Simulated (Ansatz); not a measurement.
Crystal: MgC2.

```xyz
6
Lattice="3.9508 0.0000 0.0000 0.0000 3.9508 0.0000 0.0000 0.0000 4.9871" Properties=species:S:1:pos:R:3 pbc="T T T"
Mg    0.0000    0.0000    2.4935
Mg    1.9754    1.9754    0.0000
C     1.5315    2.4192    2.4935
C     0.4439    0.4439    0.0000
C     2.4192    1.5315    2.4935
C     3.5069    3.5069    0.0000
```

The cell comes from a database or a generator and needn't be the stable form of this composition.

```yaml
Program: Ansatz 0.2.0
Task: relaxation of cell and atoms
Functional: PBEsol
Dispersion: D3(BJ)
Potentials_or_basis: Ansatz PAW
Cutoff: "420 eV (not typed: the program's choice for these potentials)"
k_mesh: 7 × 7 × 6
Occupations: fermi-dirac, width 0.05 eV
Spin: no spin polarisation
```

At the start: volume 12.97 Å³/atom.

Task: How do energy, volume and symmetry change on relaxing?

Result: It ends after 8 steps and the volume is 12.31 Å³/atom (-5.1 %); space group P4_2/mnm (No. 136, to 0.05 Å).

Step by step:
```csv
step,energy change (eV),largest force (eV/Å),volume (Å³)
1,0.0000,0.0312,77.84
2,-0.0429,0.0273,75.15
3,-0.0499,0.0008,73.58
4,-0.0497,0.0006,73.96
5,-0.0497,0.0006,73.95
6,-0.0448,0.0021,73.95
7,-0.0450,0.0028,73.85
8,-0.0448,0.0027,73.85
```

Final structure:
```cif
data_structure
_symmetry_space_group_name_H-M 'P 1'
_symmetry_Int_Tables_number 1
_cell_length_a 3.9020
_cell_length_b 3.9020
_cell_length_c 4.8507
_cell_angle_alpha 90.000
_cell_angle_beta 90.000
_cell_angle_gamma 90.000
_cell_volume 73.85
loop_
_atom_site_label
_atom_site_type_symbol
_atom_site_fract_x
_atom_site_fract_y
_atom_site_fract_z
_atom_site_occupancy
Mg1 Mg 0.00000 0.00000 0.50000 1
Mg2 Mg 0.50000 0.50000 0.00000 1
C1 C 0.38664 0.61336 0.50000 1
C2 C 0.11336 0.11336 0.00000 1
C3 C 0.61336 0.38664 0.50000 1
C4 C 0.88664 0.88664 0.00000 1
```

Caveat: the plane-wave basis is chosen anew once the cell has moved, so the energies of steps on either side of that aren't comparable; the PAW data sets come from PBE, with cores solved anew for the run's functional, which leaves a small shift of forces and pressure.
